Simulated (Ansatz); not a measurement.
Write a Python script for Ansatz's Python interface that makes a single point in a Gaussian basis of C₄H₁₀Si, SMILES C=CCC[SiH3]. Use: B3LYP, cc-pVDZ basis, multiplicity 1.

```xyz
15

C    -0.6647    1.0782    1.9332
C    -0.1914   -0.0397    1.5070
C     0.9135   -0.1438    0.5129
C     0.6463   -0.9123   -0.7429
Si   -0.5208   -0.0526   -1.9915
H    -1.5287    1.1545    2.6371
H    -0.3210    2.0815    1.5634
H    -0.5467   -0.9504    1.9021
H     1.3423    0.8635    0.3099
H     1.7648   -0.6761    1.0552
H     0.0959   -1.8772   -0.4448
H     1.5219   -1.1692   -1.2451
H     0.0449    1.2715   -2.3916
H    -1.8975    0.2236   -1.3917
H    -0.6806   -0.9021   -3.1840
```

Script `run_energy.py`:
```python
'''Single point of C4H10Si.'''

from pathlib import Path
import warnings

import ansatz as az
import numpy as np

GEOMETRY = '''
C    -0.66470    1.07820    1.93320
C    -0.19140   -0.03970    1.50700
C     0.91350   -0.14380    0.51290
C     0.64630   -0.91230   -0.74290
Si   -0.52080   -0.05260   -1.99150
H    -1.52870    1.15450    2.63710
H    -0.32100    2.08150    1.56340
H    -0.54670   -0.95040    1.90210
H     1.34230    0.86350    0.30990
H     1.76480   -0.67610    1.05520
H     0.09590   -1.87720   -0.44480
H     1.52190   -1.16920   -1.24510
H     0.04490    1.27150   -2.39160
H    -1.89750    0.22360   -1.39170
H    -0.68060   -0.90210   -3.18400
'''

warnings.simplefilter('ignore', az.DeckWarning)

mol = az.Crystal.molecule()
for line in GEOMETRY.strip().splitlines():
    symbol, *xyz = line.split()
    mol = mol.atom(symbol, [float(v) for v in xyz])

calc = mol.calculation()
calc = calc.basis(gaussian='cc-pVDZ')
calc = calc.functional('b3lyp').forces()
calc = calc.orbitals()
done = calc.run(threads=1, runs_dir='c4h10si_runs')
summary = done.report

print('reference energy %16.6f eV' % summary['reference_energy_ev'])
print('total energy     %16.6f eV' % summary['free_energy_ev'])
print('occupied (up, down):', summary['n_occupied'], ' virtual:', summary['n_virtual'], ' frozen:', summary['n_frozen'])

field = summary['mean_field']
print('<S^2> =', round(abs(field['state']['spin_squared']), 4), ' relativity:', field['relativity'])
print('passes:', field['passes'])
if 'symmetry' in field:
    print('occupied orbitals by irrep:', field['symmetry']['occupied'])

symbols = [site.symbol for site in mol.cartesian_sites]
print('forces (eV/A)')
for symbol, f in zip(symbols, summary['forces_ev_ang']):
    print(f'  {symbol:2s} {f[0]:9.4f} {f[1]:9.4f} {f[2]:9.4f}')

charges = summary['charge_distribution']
print('dipole moment', round(4.803205 * float(np.linalg.norm(charges['dipole_moment_e_ang'])), 3), 'D')
print('Mulliken:', [(s, round(q, 3)) for s, q in zip(symbols, charges['mulliken_charges_e'])])

lines = Path(summary['orbitals_path']).read_text().splitlines()
field_of = lambda key: [line.split('=')[1].strip() for line in lines if line.startswith(key)]
orbitals = [(27.211386 * float(e), s, float(n)) for e, s, n in zip(field_of('Ene='), field_of('Spin='), field_of('Occup='))]
homo = max(e for e, _, n in orbitals if n > 0.5)
lumo = min(e for e, _, n in orbitals if n < 0.5)
print(f'HOMO {homo:.3f} eV, LUMO {lumo:.3f} eV, gap {lumo - homo:.3f} eV')
```

Running `python run_energy.py` prints:
```text
reference energy    -12188.430003 eV
total energy        -12188.430003 eV
occupied (up, down): [24, 24]  virtual: [100, 100]  frozen: 0
<S^2> = 0.0  relativity: none
passes: {'evaluations': 15, 'products': 12}
occupied orbitals by irrep: [{'A': 24}, {'A': 24}]
forces (eV/A)
  C    -2.0654    3.9510    1.2539
  C     1.5192   -1.1313   -1.5382
  C     2.1703    0.1749    1.3606
  C    -3.4618   -0.8061    0.5590
  Si   -0.3913    0.3577    0.6077
  H     0.6748   -0.2309   -0.2560
  H    -0.0983   -0.8473    0.1758
  H    -0.6798   -1.4663    0.4918
  H    -0.2827   -0.1700   -0.0676
  H    -0.5670    0.3674   -0.3891
  H     0.7612    0.8092   -0.5001
  H     1.9673   -0.6609   -1.0443
  H     0.0699    0.0607   -0.0828
  H     0.4360   -0.1660   -0.1873
  H    -0.0525   -0.2422   -0.3834
dipole moment 0.919 D
Mulliken: [('C', 0.007), ('C', -0.032), ('C', 0.015), ('C', -0.093), ('Si', 0.28), ('H', 0.015), ('H', 0.012), ('H', -0.037), ('H', -0.001), ('H', 0.015), ('H', 0.027), ('H', 0.012), ('H', -0.078), ('H', -0.065), ('H', -0.076)]
HOMO -7.179 eV, LUMO 0.427 eV, gap 7.606 eV
```

The settings weren't tested for convergence. The geometry is a force-field or estimated start, not a minimum of this method, and the basis set is short of its limit. b3lyp holds the VWN-RPA fit, as in Gaussian; the form of ORCA and Turbomole is b3lyp5. Levels such as HOMO and LUMO are orbital energies: with these approximate functionals they aren't the ionisation energy and electron affinity, and their gap isn't the fundamental gap. The whole script took 4.2 s on 1 thread of Intel(R) Xeon(R) 6975P-C (Granite Rapids) (shared host), peak memory 0.33 GiB.

(A comment or docstring line of the script was reworded after the run, the code is as it ran; lines on the test bed's own set-up are left out of the output.)
